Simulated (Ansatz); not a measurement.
# TaAl₃: a line through a two-coordinate scan

The task here is to estimate one member of a computed series from the others.

Method: DFT PBEsol, scalar-relativistic, plane waves, PAW, in Ansatz 0.2.0.

16 further runs of the same task are left out: 16 set aside as unsound or not needed.

### The system as given

The structure is tetragonal, space group I4/mmm (No. 139). Conventional cell: a = 3.829 Å, b = 3.829 Å, c = 8.503 Å, α = 90.00°, β = 90.00°, γ = 90.00°. Ta (site symmetry 4/mmm) is surrounded by 12 Al at 2.71 to 2.86 Å. Al (site symmetry 4/mmm) is surrounded by 4 Ta at 2.71 Å and 8 Al at 2.86 Å. Al (site symmetry -4m2) is surrounded by 8 Al at 2.71 to 2.86 Å and 4 Ta at 2.86 Å.

Coordinates:

```xyz
4
Lattice="-1.9146 1.9146 4.2515 1.9146 -1.9146 4.2515 1.9146 1.9146 -4.2515" Properties=species:S:1:pos:R:3 pbc="T T T"
Ta    0.0000    0.0000    4.2515
Al    0.0000    0.0000    0.0000
Al    0.0000    1.9146    2.1257
Al    1.9146    0.0000    2.1257
```

It is the result of an earlier relaxation at this level (volume 15.58 Å³/atom; gap on the mesh: none (metal)).

### Plan of the line

The energy is mapped over volume and the cell's shape.

- volume per atom: 7 values from 13.09 to 18.08 Å³
- c/a of the conventional cell: 7 values from 1.968 to 2.505

Nothing else is relaxed (symmetry fixes all fractional coordinates). Energies count from the relaxed crystal. Points are written as (first, second).

Set-up of the first run:

Input file input.yaml:

```yaml
crystal:
  lattice:
    - [-1.7587157476, 1.7587157476, 4.2323494465]
    - [1.7587157476, -1.7587157476, 4.2323494465]
    - [1.7587157476, 1.7587157476, -4.2323494465]
  atoms:
    - { symbol: Ta, position: [0.5, 0.5, 0.0] }
    - { symbol: Al, position: [0.0, 0.0, 0.0] }
    - { symbol: Al, position: [0.75, 0.25, 0.5] }
    - { symbol: Al, position: [0.25, 0.75, 0.5] }
basis:
  ecutwfc: 420
kpoints:
  mp_grid: { grid: [16, 16, 16] }
hamiltonian:
  xc: pbesol
scf:
  occupations: { method: gaussian, width: 0.15 }
output:
  forces: true
  stress: true
  eigenvalues: true
```

Command:

```console
> ansatz run input.yaml --threads 2 --pin off --max-ram 4096MiB --backend cpu --events-out ev --progress --plain --runs-dir out
```

Among the steps run: Point (13.09 Å³, 2.406); The run at (14.75 Å³, 2.406); Point (15.58 Å³, 2.406); The run at (16.41 Å³, 2.406); Grid point (17.25 Å³, 2.406); The run at (18.08 Å³, 2.406).

One of the session's tables, all rows but one given; the rest of the session is left out.

```
volume per atom (Å³)  energy (meV/atom)  slope (meV/atom per Å³)  pressure (GPa)
               13.09                300                     −222            35.5
               13.92                156                     −130            20.8
               14.75                  ?                        ?               ?
               15.58                 51                       −7             1.0
               16.41                 64                       34            −5.5
               17.25                106                       65           −10.5
               18.08                170                       89           −14.2
```

**Question.** Estimate the row for volume per atom (Å³) = 14.75.

Worked estimate for «energy (meV/atom)». A straight line through the neighbours (13.92, 156) and (15.58, 51) gives 156 + (51 − 156) × (14.75 − 13.92) / (15.58 − 13.92) = 104; a parabola fitted to 4 rows on both sides gives 77.

The run gave: energy (meV/atom): 78; slope (meV/atom per Å³): −60; pressure (GPa): 9.6. In «energy (meV/atom)» the line misses by +26 and the parabola by -1.

Energies count from the relaxed crystal. Rows without a step come from runs not printed here or follow by symmetry.

What this shows: The lowest point of the line is at 15.58 Å³, 51 meV/atom from the zero. V·d²E/dV² there is about 140 GPa, a bulk modulus under this line's constraint. The well is lopsided: two grid steps out, the energy rises by 104 meV/atom towards smaller values and 54 meV/atom towards larger ones. The highest point computed, at 13.09 Å³, lies 249 meV/atom above the lowest.
